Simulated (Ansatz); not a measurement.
# ClH₃N₂OW: geometry optimisation

Aim: relax ClH₃N₂OW at this level.

Method: RKS PBE-D4/def2-SVP; program: Ansatz 0.2.0.

1 further run of the same task is left out (set aside as unsound or not needed).

## Step 1: Starting geometry

SMILES `[NH]=[W](=[NH])([OH])[Cl]`, 8 atoms, charge 0, spin multiplicity 1.

Atoms are counted from 1 here; the program's logs count them from 0.

Bond lengths: N1–W2 1.764 Å, N1–H6 1.024 Å, W2–N3 1.761 Å, W2–O4 1.913 Å, W2–Cl5 2.318 Å, N3–H7 1.023 Å, O4–H8 0.975 Å. Angles: W2–N1–H6 153.9°, N1–W2–N3 110.8°, N1–W2–O4 108.1°, N1–W2–Cl5 107.8°, N3–W2–O4 106.8°, N3–W2–Cl5 108.0°, O4–W2–Cl5 115.3°, W2–N3–H7 157.6°, W2–O4–H8 120.1°.

As a file:

```xyz
8

N    -0.76170    1.28208    0.36672
W     0.24032   -0.00105   -0.31149
N     1.20798   -0.76867    0.94430
O    -0.91937   -1.34861   -1.01721
Cl    1.68726    0.96362   -1.84404
H    -1.09318    1.88685    1.12422
H     1.58574   -0.92919    1.88133
H    -1.85486   -1.14222   -1.19963
```

## Step 2: Relaxation

Contents of input.yaml:

```yaml
crystal:
  periodic: [false, false, false]
  atoms:
    - { symbol: "N", position_ang: [-0.761699, 1.282075, 0.36672] }
    - { symbol: W, position_ang: [0.240322, -0.001055, -0.311492] }
    - { symbol: "N", position_ang: [1.207984, -0.76867, 0.944299] }
    - { symbol: O, position_ang: [-0.91937, -1.348613, -1.017206] }
    - { symbol: Cl, position_ang: [1.687256, 0.963619, -1.844043] }
    - { symbol: H, position_ang: [-1.093177, 1.886851, 1.124221] }
    - { symbol: H, position_ang: [1.585745, -0.92919, 1.881334] }
    - { symbol: H, position_ang: [-1.854862, -1.142218, -1.199632] }
basis:
  gaussian: { orbitals: def2-SVP }
hamiltonian:
  xc: pbe
  dispersion: d4
output:
  forces: true
relax:
  f_tol: 0.003
  max_steps: 120
```

Command:

```sh
$ ansatz run input.yaml --threads 1 --pin off --max-ram 2560MiB --backend cpu --events-out ev --progress --plain --runs-dir out
```

Log:

```text
Warning: RAYON_NUM_THREADS=1 ignored (pool sized by the plan → 1); use --threads N
The last accepted step is kept in <dir> (removed where the run ends without a failure and the disk answers)
Engine: ansatz 0.2.0, aarch64-unknown-linux-gnu
Functional definition: PBE
  parameter kappa = 0.804
  parameter beta = 0.06672455060314922
  exchange = pbe_x(kappa = kappa, mu = beta*pi^2/3)
  correlation = pbe_c(beta = beta)
1163 factors; their error is unknown
mean field evaluation 1: about -19385.8345 eV, gradient 1.1e2 eV
mean field evaluation 2: about -19141.4527 eV, gradient 3.0e2 eV
mean field evaluation 4: about -19407.6217 eV, gradient 4.0e1 eV
mean field evaluation 8: about -19411.2146 eV, gradient 3.6e0 eV
mean field evaluation 16: about -19411.1843 eV, gradient 1.8e-3 eV
mean field -19411.18425256 eV, -713.3478639082 hartree, gradient 2.0e-5 eV, S^2 0.000000; 0 other end points of the search recorded, 0 dependent functions left out
the calculation of the forces begins
reference -19411.18431993 eV, -713.3478663842 hartree; 28, 28 occupied and 79, 79 virtual orbitals, 1163 factors
relax step   1: F+E_penalty+E_count = -19411.40728796 eV  Δ(F+E_penalty+E_count) = +0.000e0 eV  max|allowed force component| = 1.742e-2 eV/Å  Δτ_max = 0.0000 Å  (32 SCF iters, accepted)
these checks for a lower state are left out or cut short: starts, cluster_reference, orbital_swaps, neighbouring_geometries, increment
1163 factors; their error is unknown
mean field -19411.18423252 eV, -713.3478631717 hartree, gradient 1.4e-5 eV, S^2 0.000000; 0 other end points of the search recorded, 0 dependent functions left out
the calculation of the forces begins
reference -19411.18429991 eV, -713.3478656483 hartree; 28, 28 occupied and 79, 79 virtual orbitals, 1163 factors
relax step   2: F+E_penalty+E_count = -19411.40730075 eV  Δ(F+E_penalty+E_count) = -1.279e-5 eV  max|allowed force component| = 7.747e-3 eV/Å  Δτ_max = 0.0027 Å  (34 SCF iters, accepted)
these checks for a lower state are left out or cut short: starts, cluster_reference, orbital_swaps, neighbouring_geometries, increment
1163 factors; their error is unknown
mean field evaluation 32: about -19411.1842 eV, gradient 1.8e-1 eV
mean field -19411.18424296 eV, -713.3478635557 hartree, gradient 1.4e-5 eV, S^2 0.000000; 0 other end points of the search recorded, 0 dependent functions left out
the calculation of the forces begins
reference -19411.18431035 eV, -713.3478660321 hartree; 28, 28 occupied and 79, 79 virtual orbitals, 1163 factors
relax step   3: F+E_penalty+E_count = -19411.40730432 eV  Δ(F+E_penalty+E_count) = -3.564e-6 eV  max|allowed force component| = 3.064e-3 eV/Å  Δτ_max = 0.0006 Å  (35 SCF iters, accepted)
these checks for a lower state are left out or cut short: starts, cluster_reference, orbital_swaps, neighbouring_geometries, increment
1163 factors; their error is unknown
mean field -19411.18423511 eV, -713.3478632671 hartree, gradient 1.4e-5 eV, S^2 0.000000; 0 other end points of the search recorded, 0 dependent functions left out
the calculation of the forces begins
reference -19411.18430250 eV, -713.3478657437 hartree; 28, 28 occupied and 79, 79 virtual orbitals, 1163 factors
relax step   4: F+E_penalty+E_count = -19411.40730414 eV  Δ(F+E_penalty+E_count) = +1.782e-7 eV  max|allowed force component| = 9.480e-3 eV/Å  Δτ_max = 0.0011 Å  (35 SCF iters, rejected (line search))
these checks for a lower state are left out or cut short: starts, cluster_reference, orbital_swaps, neighbouring_geometries, increment
1163 factors; their error is unknown
mean field -19411.18424555 eV, -713.3478636508 hartree, gradient 2.3e-5 eV, S^2 0.000000; 0 other end points of the search recorded, 0 dependent functions left out
the calculation of the forces begins
reference -19411.18431294 eV, -713.3478661273 hartree; 28, 28 occupied and 79, 79 virtual orbitals, 1163 factors
relax step   5: F+E_penalty+E_count = -19411.40730630 eV  Δ(F+E_penalty+E_count) = -1.982e-6 eV  max|allowed force component| = 1.571e-3 eV/Å  Δτ_max = 0.0005 Å  (23 SCF iters, accepted)
1163 factors; their error is unknown
mean field evaluation 64: about -19411.1842 eV, gradient 2.0e-1 eV
mean field -19411.18424555 eV, -713.3478636508 hartree, gradient 2.3e-5 eV, S^2 0.000000; 1 other end points of the search recorded, 0 dependent functions left out
the calculation of the forces begins
reference -19411.18431294 eV, -713.3478661273 hartree; 28, 28 occupied and 79, 79 virtual orbitals, 1163 factors
Total energy: -19411.40737369 eV, -713.3560634585 hartree
Atom 0 at    -0.761534     1.282541     0.366716 Å, force    -0.000271    -0.000170    -0.001448 eV/Å
Atom 1 at     0.239478    -0.001598    -0.311193 Å, force     0.000143    -0.000574     0.000542 eV/Å
Atom 2 at     1.206967    -0.769263     0.944160 Å, force    -0.001341     0.000315    -0.001571 eV/Å
Atom 3 at    -0.919424    -1.349601    -1.017760 Å, force     0.000625    -0.000055    -0.000043 eV/Å
Atom 4 at     1.686445     0.964677    -1.842323 Å, force     0.000370     0.000043     0.000089 eV/Å
Atom 5 at    -1.091000     1.888410     1.124212 Å, force     0.000178     0.000433     0.001404 eV/Å
Atom 6 at     1.586178    -0.928476     1.880870 Å, force     0.000988     0.000116     0.001184 eV/Å
Atom 7 at    -1.854912    -1.143891    -1.200480 Å, force    -0.000694    -0.000109    -0.000158 eV/Å
Dipole moment:    -0.440690     0.045613     0.399997 e Å
```

Wall time 24 s (1 thread of Arm Neoverse V2, shared host); peak memory 0.16 GiB.

The steps of the relaxation:

```csv
step,energy from step 1 (eV),largest force component (eV/Å)
1,0.0000,0.0174
2,0.0000,0.0077
3,0.0000,0.0031
4,0.0000,0.0095
5,0.0000,0.0016
```

Close pairs (by a distance rule), those that changed most:

```
  bond  before (Å)  after (Å)  change (Å)
 W2–N3       1.761      1.761      -0.000
W2–Cl5       2.318      2.318      -0.000
 W2–O4       1.913      1.913      +0.000
 O4–H8       0.975      0.975      -0.000
 N1–W2       1.764      1.764      +0.000
 N3–H7       1.023      1.023      +0.000
 N1–H6       1.024      1.024      -0.000
```

## Step 3: Outcome

```
             quantity      value
        energy gained  0.0000 eV
root mean square move    0.002 Å
        dipole moment     2.87 D
```

What this shows: Bond lengths: N1–W2 1.764 Å, N1–H6 1.024 Å, W2–N3 1.761 Å, W2–O4 1.913 Å, W2–Cl5 2.318 Å, N3–H7 1.023 Å, O4–H8 0.975 Å. Angles: W2–N1–H6 153.8°, N1–W2–N3 110.8°, N1–W2–O4 108.1°, N1–W2–Cl5 107.7°, N3–W2–O4 106.8°, N3–W2–Cl5 108.0°, O4–W2–Cl5 115.3°, W2–N3–H7 157.5°, W2–O4–H8 120.1°. No frequencies were computed here.
